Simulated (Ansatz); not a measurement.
## the Mg-Au system: a small convex hull, step by step

Program: Ansatz's Python interface.

Run as a notebook:

```python
from collections import Counter
from dataclasses import dataclass
import csv
import warnings

import ansatz as az
import numpy as np
from scipy.spatial import ConvexHull
```

```python
@dataclass(frozen=True)
class Settings:
    functional: str = 'lda'
    cutoff_ev: int = 460
    kspacing: float = 0.14
    occupations: str = 'cold'
    sigma: float = 0.05
```

```python
settings = Settings()
```

```python
PHASES = {
    'MgAu3 Pm-3m': (
        [(4.106527, 0.0, 0.0), (0.0, 4.106527, 0.0), (0.0, 0.0, 4.106527)],
        [
            ('Mg', (0.0, 0.0, 0.0)),
            ('Au', (0.5, 0.5, 0.0)),
            ('Au', (0.5, 0.0, 0.5)),
            ('Au', (0.0, 0.5, 0.5)),
        ],
    ),
    'MgAu Pm-3m': (
        [(3.259, 0.0, 0.0), (0.0, 3.259, 0.0), (0.0, 0.0, 3.259)],
        [
            ('Mg', (0.5, 0.5, 0.5)),
            ('Au', (0.0, 0.0, 0.0)),
        ],
    ),
    'Mg': (
        [(3.2093, 0.0, 0.0), (-1.60465, 2.779335, 0.0), (0.0, 0.0, 5.2103)],
        [
            ('Mg', (1 / 3, 2 / 3, 0.25)),
            ('Mg', (2 / 3, 1 / 3, 0.75)),
        ],
    ),
    'Au': (
        [(0.0, 2.035, 2.035), (2.035, 0.0, 2.035), (2.035, 2.035, 0.0)],
        [
            ('Au', (0.0, 0.0, 0.0)),
        ],
    ),
}
```

```python
def build(vectors, sites):
    crystal = az.Crystal(lattice=az.Lattice.of(vectors))
    for symbol, position in sites:
        crystal = crystal.atom(symbol, position)
    return crystal
```

```python
def solve(name, crystal):
    calc = (
        crystal.calculation()
        .functional(settings.functional)
        .basis(settings.cutoff_ev)
        .kpoints(spacing=settings.kspacing)
        .occupations(settings.occupations, width=settings.sigma)
    )
    calc = calc.relax(force_tolerance=0.01, cell=True)
    return calc.run(threads=1, backend='cpu')
```

```python
def counts(outcome):
    return Counter(site.symbol for site in outcome.lattice.sites)
```

```python
def formation_energy(outcome, mu):
    n = counts(outcome)
    return (outcome.report['energy_sigma0_ev'] - sum(k * mu[element] for element, k in n.items())) / sum(n.values())

warnings.simplefilter('ignore')
```

```python
phases = {name: build(*cell) for name, cell in PHASES.items()}
```

```python
done = {}
for name, crystal in phases.items():
    done[name] = solve(name, crystal)
    print(f'{name}: {done[name].report["energy_sigma0_ev"]:.4f} eV, {len(done[name].lattice.sites)} atoms')

# energy of one atom in its reference phase
references = {'Mg': 'Mg', 'Au': 'Au'}
mu = {element: done[name].report['energy_sigma0_ev'] / len(done[name].lattice.sites) for element, name in references.items()}
points = sorted((counts(o)['Au'] / len(o.lattice.sites), formation_energy(o, mu), name) for name, o in done.items())
```

    MgAu3 Pm-3m: -40498.1724 eV, 4 atoms
    MgAu Pm-3m: -14767.8204 eV, 2 atoms
    Mg: -3803.2089 eV, 2 atoms
    Au: -12864.9550 eV, 1 atoms

```python
xy = np.array([(x, e) for x, e, _ in points] + [(0.5, 10.0)])
hull = sorted(tuple(xy[i]) for i in ConvexHull(xy).vertices if xy[i, 1] < 5)
rows = [(name, x, e, e - np.interp(x, *zip(*hull))) for x, e, name in points]
with open('hull.csv', 'w', newline='') as handle:
    writer = csv.writer(handle)
    writer.writerow(['phase', 'x(Au)', 'E_form (eV/atom)', 'above hull (eV/atom)'])
    writer.writerows([round(v, 4) if isinstance(v, float) else v for v in row] for row in rows)
print(open('hull.csv').read())
print('on the hull of these phases:', ', '.join(row[0] for row in rows if row[3] < 1e-6))
```

    phase,x(Au),E_form (eV/atom),above hull (eV/atom)
    Mg,0.0,0.0,0.0
    MgAu Pm-3m,0.5,-0.6304,0.0
    MgAu3 Pm-3m,0.75,-0.4257,0.0
    Au,1.0,0.0,0.0
    
    on the hull of these phases: Mg, MgAu Pm-3m, MgAu3 Pm-3m, Au

Notes:
- Absolute energies stand on the zero of these potentials, so only differences at equal settings mean something.
- Spin-orbit coupling, which matters for elements this heavy, is left out.
- The cells come from databases of deposited and of computed structures, and not all need be stable phases.
- Differences under 10 to 15 meV an atom lie within the error of mesh and functional, so such verdicts may flip; only the cells listed enter the hull.
- Timing: 96 s on 1 thread of Arm Neoverse V1, with other jobs on the host, peak memory 0.51 GiB.
